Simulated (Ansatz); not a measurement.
**CH₇NSSi: up Jacob's ladder to CCSD(T)**

How much do the methods differ for CH₇NSSi? The plan is to run it at one geometry with functionals of several rungs and with coupled cluster. The yardstick is the atomisation energy at the CCSD(T) limit.

Program: Ansatz 0.2.0, Gaussian basis. Level of theory: functionals in def2-TZVPP, the program's frozen cores in correlated methods. These are calculated values, not measurements.

The runs, in order: LDA (SPW92), PBE-D4, revPBE-D4, BLYP-D4, r2SCAN-D4, B97M-V, PBE0-D4, B3LYP-D4, r2SCANh-D4, r2SCAN0-D4, HSE06-D4, BHLYP-D4, CAM-B3LYP-D4, LC-ωPBE, ωB97X-V, ωB97M-V, B2PLYP, PBE-QIDH; CCSD(T)/def2-SVP; CCSD(T)/def2-TZVPP; MP2/def2-QZVPP; extrapolation to the limit; RPA on PBE.

### 1 Structure used throughout

An earlier PBE0-D4 in a triple-zeta def2 set relaxation fixed the geometry.

11 atoms, charge 0, spin multiplicity 1.

Atoms are counted from 1 here; the program's logs count them from 0.

Bond lengths: N1–C2 1.438 Å, N1–H5 1.012 Å, N1–H6 1.011 Å, C2–S3 1.833 Å, C2–H7 1.091 Å, C2–H8 1.099 Å, S3–Si4 2.124 Å, Si4–H9 1.489 Å, Si4–H10 1.483 Å, Si4–H11 1.488 Å. Angles: C2–N1–H5 111.1°, C2–N1–H6 111.4°, H5–N1–H6 108.8°, N1–C2–S3 108.0°, N1–C2–H7 108.9°, N1–C2–H8 115.3°, S3–C2–H7 108.3°, S3–C2–H8 107.9°, H7–C2–H8 108.2°, C2–S3–Si4 99.2°, S3–Si4–H9 110.7°, S3–Si4–H10 106.2°, S3–Si4–H11 112.4°, H9–Si4–H10 110.4°, H9–Si4–H11 107.7°, H10–Si4–H11 109.5°.

### 2 LDA

This LDA is Slater exchange with PW92 correlation.

Contents of in.yaml:

```yaml
crystal:
  periodic: [false, false, false]
  atoms:
    - {symbol: N, position_ang: [-0.875209, 2.047809, 0.020241]}
    - {symbol: C, position_ang: [-0.230322, 0.846103, -0.435844]}
    - {symbol: S, position_ang: [0.908107, 0.277902, 0.883503]}
    - {symbol: Si, position_ang: [0.919040, -1.801797, 0.451004]}
    - {symbol: H, position_ang: [-1.347737, 2.518769, -0.740184]}
    - {symbol: H, position_ang: [-1.546934, 1.851156, 0.750470]}
    - {symbol: H, position_ang: [0.361538, 1.077554, -1.322638]}
    - {symbol: H, position_ang: [-0.906263, 0.014973, -0.680906]}
    - {symbol: H, position_ang: [-0.464277, -2.351279, 0.474090]}
    - {symbol: H, position_ang: [1.744696, -2.438574, 1.505802]}
    - {symbol: H, position_ang: [1.502961, -2.099515, -0.885039]}
basis:
  gaussian: {orbitals: def2-TZVPP}
hamiltonian: {xc: lda}
output: {orbitals: {seedname: orbitals}}
```

The run is started by

```bash
ansatz run in.yaml --threads 4 --pin off --events-out ev --progress --plain --max-ram 10444MiB
```

The runs that follow: PBE-D4 (GGA); revPBE-D4 (GGA); BLYP-D4 (GGA); r2SCAN-D4 (meta-GGA); B97M-V (meta-GGA); B3LYP-D4 (hybrid); r2SCANh-D4 (hybrid); r2SCAN0-D4 (hybrid); HSE06-D4 (hybrid); BHLYP-D4 (hybrid); CAM-B3LYP-D4 (range-separated); LC-ωPBE (range-separated); ωB97X-V (range-separated); ωB97M-V (range-separated); B2PLYP (double hybrid); PBE-QIDH (double hybrid); CCSD(T) in def2-SVP; CCSD(T) in def2-TZVPP; MP2 in def2-QZVPP; RPA on PBE orbitals.

Before running them: what should the planned runs give, taken together? Wanted: atomisation energy, CCSD(T)/CBS; farthest beyond LDA; mean size of error, GGA; mean size of error, meta-GGA; mean size of error, hybrid; mean size of error, range-separated; mean size of error, double hybrid; gap, smallest and largest; T1 diagnostic.

As calculated:

```
                               quantity                                                                           value
        atomisation energy, CCSD(T)/CBS                                                                   3615.0 kJ/mol
 functionals within 18.1 kJ/mol (0.5 %)  BLYP-D4, r2SCAN-D4, B97M-V, PBE0-D4, B3LYP-D4, HSE06-D4, CAM-B3LYP-D4, ωB97M-V
                    farthest beyond LDA                                                         BHLYP-D4 (-88.5 kJ/mol)
                mean size of error, GGA                                                                     28.7 kJ/mol
           mean size of error, meta-GGA                                                                      9.4 kJ/mol
             mean size of error, hybrid                                                                     31.1 kJ/mol
    mean size of error, range-separated                                                                     21.7 kJ/mol
      mean size of error, double hybrid                                                                     47.6 kJ/mol
              gap, smallest and largest                                       4.78 eV (LDA (SPW92)), 11.90 eV (LC-ωPBE)
                          T1 diagnostic                                                                          0.0106
triples share of the correlation energy                                                                           3.9 %
```

LDA overbinds by 492.4 kJ/mol (14 %). PBE-D4 misses by +42.0 kJ/mol. Double hybrids carry the basis error of their MP2 part in triple zeta, and no dispersion term here, so their miss is partly the set-up's. Taken by rung, meta-GGA functionals do best (9.4 kJ/mol on average) and double hybrid ones worst beyond LDA (47.6 kJ/mol). Misses under about 18.1 kJ/mol are within the doubt on the reference itself, which lacks core-valence correlation, relativity and higher excitations. Hartree-Fock recovers 71 % of the binding; the rest is correlation. CCSD(T) in def2-SVP is off by -259.6 kJ/mol, which most functionals beat. Orbital gaps span 4.8 to 11.9 eV; exact exchange widens them.
